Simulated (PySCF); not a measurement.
# C₄H₇ClGeO: electronic excitations

Wanted: the electronic excitations of C₄H₇ClGeO (`ClC[C@H]1OC=[CH][GeH2]1`), by calculation.

Programs: PySCF 2.14.0, with density-fitted response routines of our own. Each step states its level of theory. These are calculated values for one molecule in the gas phase, unless marked as measured. Atoms are numbered from 0 throughout.

## (1) The molecule as given

14 atoms, charge 0, multiplicity 1; geometry from: GFN2-xTB.

Bonds of the start (Å): Cl0–C1 1.77, C1–C2 1.52, C2–O3 1.43, O3–C4 1.35, C4–C5 1.33, C5–Ge6 1.94, Ge6–C2 2.01, C1–H7 1.09, C1–H8 1.09, C2–H9 1.10, C4–H10 1.08, C5–H11 1.07, Ge6–H12 1.50, Ge6–H13 1.50.

## (2) Ultraviolet spectrum: PBE0/def2-SVPD

The job: settings as JSON, then the geometry in Å.

```
{"job": {"kind": "uv", "xc": "PBE0", "basis": "def2-SVPD", "nstates": 8, "ntriplets": 3}, "charge": 0, "multiplicity": 1}
Cl    -2.662466     1.233982     0.070600
C     -1.822104    -0.229318    -0.454803
C     -0.607729    -0.388214     0.440831
O      0.195484    -1.464281    -0.038076
C      1.481625    -1.141711    -0.288410
C      1.981665     0.082736    -0.116682
Ge     0.551564     1.252010     0.461670
H     -1.520708    -0.086198    -1.493074
H     -2.513315    -1.069142    -0.381578
H     -0.946576    -0.667057     1.445931
H      2.034581    -2.004320    -0.635569
H      3.011232     0.297327    -0.326084
H      0.659165     1.875365     1.823607
H      0.156904     2.308347    -0.530530
```

Method: TDDFT PBE0/def2-SVPD, vertical, gas phase, core orbitals frozen in the response.

Command:

```bash
$ OMP_NUM_THREADS=1 python probes_run.py task.json out
```

The driver reads the jobs from task.json and runs them one after another.

Standard output:

```text
coarse grid: 56936 points
cycle   1  E = -2767.7287812600  dE =  3.503e-01  |g| = 6.027e-01  |ddm| = 5.587e+00
cycle   2  E = -2767.6879252785  dE =  4.086e-02  |g| = 7.696e-01  |ddm| = 1.765e+00
cycle   3  E = -2767.7906883627  dE = -1.028e-01  |g| = 9.789e-02  |ddm| = 9.973e-01
cycle   4  E = -2767.7921620748  dE = -1.474e-03  |g| = 4.402e-02  |ddm| = 1.680e-01
cycle   5  E = -2767.7925081712  dE = -3.461e-04  |g| = 1.514e-02  |ddm| = 7.567e-02
cycle   6  E = -2767.7925658606  dE = -5.769e-05  |g| = 3.666e-03  |ddm| = 2.573e-02
cycle   7  E = -2767.7925685363  dE = -2.676e-06  |g| = 7.635e-04  |ddm| = 6.480e-03
final grid: 118432 points
cycle   8  E = -2767.7925906269  dE = -4.051e-08  |g| = 9.565e-04  |ddm| = 1.080e-02
cycle   9  E = -2767.7925902970  dE =  3.300e-07  |g| = 1.484e-03  |ddm| = 4.059e-03
cycle  10  E = -2767.7925908476  dE = -5.506e-07  |g| = 2.488e-04  |ddm| = 2.476e-03
cycle  11  E = -2767.7925908617  dE = -1.407e-08  |g| = 2.965e-05  |ddm| = 3.466e-04
cycle  12  E = -2767.7925908619  dE = -1.965e-10  |g| = 6.341e-06  |ddm| = 5.326e-05
converged SCF energy = -2767.7925908619

Static polarisability (au): isotropic 90.393, principal 71.178 95.795 104.206

Singlet excitations
state   eV       nm        f      main configurations
  1   5.9198    209.4   0.03310   H->L 0.74, H->L+1 0.20
  2   6.2080    199.7   0.00321   H->L+2 0.82, H->L+3 0.14
  3   6.2910    197.1   0.07008   H->L+1 0.66, H->L 0.20
  4   6.5085    190.5   0.00663   H->L+3 0.73, H->L+2 0.16
  5   6.8309    181.5   0.00278   H-1->L 0.89
  6   7.1025    174.6   0.01488   H->L+4 0.44, H->L+5 0.32, H->L+6 0.13
  7   7.1665    173.0   0.00510   H->L+4 0.46, H->L+5 0.23, H->L+6 0.19
  8   7.2342    171.4   0.01430   H->L+7 0.39, H->L+5 0.34, H->L+6 0.19

Triplet excitations (Tamm-Dancoff, eV): 4.1799 5.8687 6.0902
```

It took 58 s on 1 thread of Arm Neoverse V2, shared host; peak memory 0.89 GiB.

Frontier orbitals and where they lie:

| orbital | eV | atoms |
| --- | --- | --- |
| HOMO−3 | -8.85 | Cl0 64 %, C1 12 %, C2 8 % |
| HOMO−2 | -8.66 | Cl0 64 %, C1 10 %, Ge6 6 % |
| HOMO−1 | -8.19 | C2 25 %, Ge6 20 %, C5 14 % |
| HOMO | -6.85 | C5 34 %, O3 25 %, C4 20 % |
| LUMO | 0.07 | C4 24 %, C5 16 %, Cl0 13 % |
| LUMO+1 | 0.39 | Cl0 19 %, C4 15 %, Ge6 13 % |
| LUMO+2 | 0.51 | Ge6 41 %, H12 10 %, H13 9 % |

With each of the 8 states as a Gaussian band of 0.4 eV half-width at 1/e, the curve within the window shown has maxima at 199 nm (ε 3,800), 175 nm (ε 1,500) L/(mol cm). Beyond the last state computed it falls off for lack of states. The curve at chosen wavelengths:

(nm, ε (L/mol/cm)): (165, 612), (168, 1001), (170, 1232), (173, 1440), (176, 1461), (179, 1398), (181, 1396), (184, 1563), (187, 1979), (189, 2363), (192, 2986), (195, 3505), (198, 3786), (200, 3816), (203, 3644), (206, 3277), (209, 2798), (211, 2455), (214, 1945), (217, 1477), (219, 1200), (222, 848), (225, 574), (228, 371), (230, 271), (233, 164)

Further results of this job:

| property | computed |
| --- | --- |
| dipole moment (D) | 1.09 |
| polarisability (Å³) | 13.39 |
| HOMO–LUMO gap (eV) | 6.92 |
| −ε(HOMO) (eV) | 6.85 |

## (3) Outcome

| quantity | value |
| --- | --- |
| lowest singlet (PBE0/def2-SVPD) | 5.92 eV (209 nm), f = 0.033 |
| brightest single state of those computed | state 3, 6.29 eV, f = 0.070 |
| lowest triplet | 4.18 eV |

What this shows: The lowest singlet, at 5.92 eV, is HOMO→LUMO 0.74, HOMO→LUMO+1 0.20 and is weak; of the 8 states computed, the strongest absorption comes from state 3 at 6.29 eV. The lowest triplet lies 1.74 eV below the lowest singlet (triplets in Tamm-Dancoff, singlets in full TDDFT).
